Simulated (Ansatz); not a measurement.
# C2H9BFGaSeSi: up Jacob's ladder to CCSD(T)

How much do the methods differ for C2H9BFGaSeSi? The plan is to run it at one geometry with functionals of several rungs and with coupled cluster, and see how far each lands from CCSD(T) at the basis-set limit for the atomisation energy.

Method: functionals in def2-TZVPP, the program's frozen cores in correlated methods; program: Ansatz 0.2.0, Gaussian basis.

Plan: LDA (SPW92), PBE-D4, revPBE-D4, BLYP-D4, r2SCAN-D4, B97M-V, PBE0-D4, B3LYP-D4, r2SCANh-D4, r2SCAN0-D4, HSE06-D4, BHLYP-D4, CAM-B3LYP-D4, LC-ωPBE, ωB97X-V, ωB97M-V, B2PLYP, PBE-QIDH; CCSD(T)/def2-SVP; CCSD(T)/def2-TZVPP; MP2/def2-QZVPP; extrapolation to the limit; RPA on PBE.

### Step 1. The geometry

All runs share one geometry, relaxed beforehand with PBE0-D4 in a triple-zeta def2 set.

16 atoms, charge 0, spin multiplicity 1.

Atoms are counted from 1 here; the program's logs count them from 0.

Bond lengths: B1–C2 1.596 Å, B1–Se6 2.138 Å, B1–H8 1.203 Å, B1–H9 1.200 Å, C2–F3 1.333 Å, C2–C4 1.362 Å, C4–Ga5 2.294 Å, C4–H10 1.082 Å, C4–H11 1.085 Å, Ga5–Se6 2.504 Å, Ga5–H12 1.559 Å, Ga5–H13 1.562 Å, Se6–Si7 2.296 Å, Si7–H14 1.482 Å, Si7–H15 1.479 Å, Si7–H16 1.483 Å. Angles: C2–B1–Se6 101.9°, C2–B1–H8 111.9°, C2–B1–H9 114.0°, Se6–B1–H8 102.6°, Se6–B1–H9 108.1°, H8–B1–H9 116.4°, B1–C2–F3 116.7°, B1–C2–C4 127.6°, F3–C2–C4 115.5°, C2–C4–Ga5 85.4°, C2–C4–H10 117.9°, C2–C4–H11 120.7°, Ga5–C4–H10 96.1°, Ga5–C4–H11 104.6°, H10–C4–H11 118.7°, C4–Ga5–Se6 97.1°, C4–Ga5–H12 99.8°, C4–Ga5–H13 105.9° and more.

### Step 2. LDA

This LDA is Slater exchange with PW92 correlation.

The input, in.yaml:

```yaml
crystal:
  periodic: [false, false, false]
  atoms:
    - {symbol: B, position_ang: [-0.562287, -1.559930, -0.327542]}
    - {symbol: C, position_ang: [0.736131, -0.822225, -0.889558]}
    - {symbol: F, position_ang: [1.815383, -0.830286, -0.106930]}
    - {symbol: C, position_ang: [0.842843, -0.079806, -2.026957]}
    - {symbol: Ga, position_ang: [-0.226455, 1.564123, -0.835951]}
    - {symbol: Se, position_ang: [-1.624860, 0.053295, 0.589103]}
    - {symbol: Si, position_ang: [-0.413815, 0.301414, 2.524172]}
    - {symbol: H, position_ang: [-1.305502, -1.895935, -1.211655]}
    - {symbol: H, position_ang: [-0.330178, -2.381306, 0.516017]}
    - {symbol: H, position_ang: [0.074701, -0.194735, -2.780981]}
    - {symbol: H, position_ang: [1.791809, 0.363011, -2.312227]}
    - {symbol: H, position_ang: [-1.106719, 2.181071, -1.965550]}
    - {symbol: H, position_ang: [0.872495, 2.234208, 0.048540]}
    - {symbol: H, position_ang: [-0.840916, -0.778503, 3.445104]}
    - {symbol: H, position_ang: [1.036378, 0.216289, 2.246153]}
    - {symbol: H, position_ang: [-0.759006, 1.629326, 3.088283]}
basis:
  gaussian: {orbitals: def2-TZVPP}
hamiltonian: {xc: lda}
output: {orbitals: {seedname: orbitals}}
```

Started as:

```sh
$ ansatz run in.yaml --threads 2 --pin off --events-out ev --progress --plain --max-ram 32768MiB --backend cuda --devices 0, --max-vram 18GiB
```

Further steps of the session: PBE-D4 (GGA); revPBE-D4 (GGA); BLYP-D4 (GGA); r2SCAN-D4 (meta-GGA); B97M-V (meta-GGA); B3LYP-D4 (hybrid); r2SCANh-D4 (hybrid); r2SCAN0-D4 (hybrid); HSE06-D4 (hybrid); BHLYP-D4 (hybrid); CAM-B3LYP-D4 (range-separated); LC-ωPBE (range-separated); ωB97X-V (range-separated); ωB97M-V (range-separated); B2PLYP (double hybrid); PBE-QIDH (double hybrid); CCSD(T) in def2-SVP; CCSD(T) in def2-TZVPP; MP2 in def2-QZVPP; RPA on PBE orbitals.

Before running them: what should the planned runs give, taken together? Wanted: atomisation energy, CCSD(T)/CBS; farthest beyond LDA; mean size of error, GGA; mean size of error, meta-GGA; mean size of error, hybrid; mean size of error, range-separated; mean size of error, double hybrid; gap, smallest and largest; T1 diagnostic.

**Answer**, as computed:

```
                               quantity                                                                                                                                          value
        atomisation energy, CCSD(T)/CBS                                                                                                                                  5345.6 kJ/mol
 functionals within 53.5 kJ/mol (1.0 %)  revPBE-D4, BLYP-D4, r2SCAN-D4, B97M-V, PBE0-D4, B3LYP-D4, r2SCANh-D4, r2SCAN0-D4, HSE06-D4, CAM-B3LYP-D4, LC-ωPBE, ωB97X-V, ωB97M-V, PBE-QIDH
                    farthest beyond LDA                                                                                                                       BHLYP-D4 (-131.6 kJ/mol)
                mean size of error, GGA                                                                                                                                    54.1 kJ/mol
           mean size of error, meta-GGA                                                                                                                                    28.3 kJ/mol
             mean size of error, hybrid                                                                                                                                    34.9 kJ/mol
    mean size of error, range-separated                                                                                                                                    15.8 kJ/mol
      mean size of error, double hybrid                                                                                                                                    54.0 kJ/mol
              gap, smallest and largest                                                                                                      3.98 eV (LDA (SPW92)), 10.71 eV (LC-ωPBE)
                          T1 diagnostic                                                                                                                                         0.0127
triples share of the correlation energy                                                                                                                                          4.0 %
```

**Reading.** LDA overbinds by 762.4 kJ/mol (14 %). PBE-D4 is off by +75.8 kJ/mol. Double hybrids carry the basis error of their MP2 part in triple zeta, and no dispersion term here, so their miss is partly the set-up's. The rungs range-separated, meta-GGA, hybrid miss on average by less than the doubt on the reference (53.5 kJ/mol), so they tie. Misses under about 53.5 kJ/mol are within the doubt on the reference itself, which lacks core-valence correlation, relativity and higher excitations, and its outer-core shells are covered unevenly. All levels share the lack of spin-orbit coupling, which lowers the free heavy atoms and so the true binding. Hartree-Fock recovers 74 % of the binding; the rest is correlation. CCSD(T) in def2-SVP is off by -290.5 kJ/mol, which most functionals beat. The gap grows from 4.0 to 10.7 eV across the functionals, mostly with the share of exact exchange. Correlated methods include outer-core shells of Ga, Se, which these sets cover unevenly.
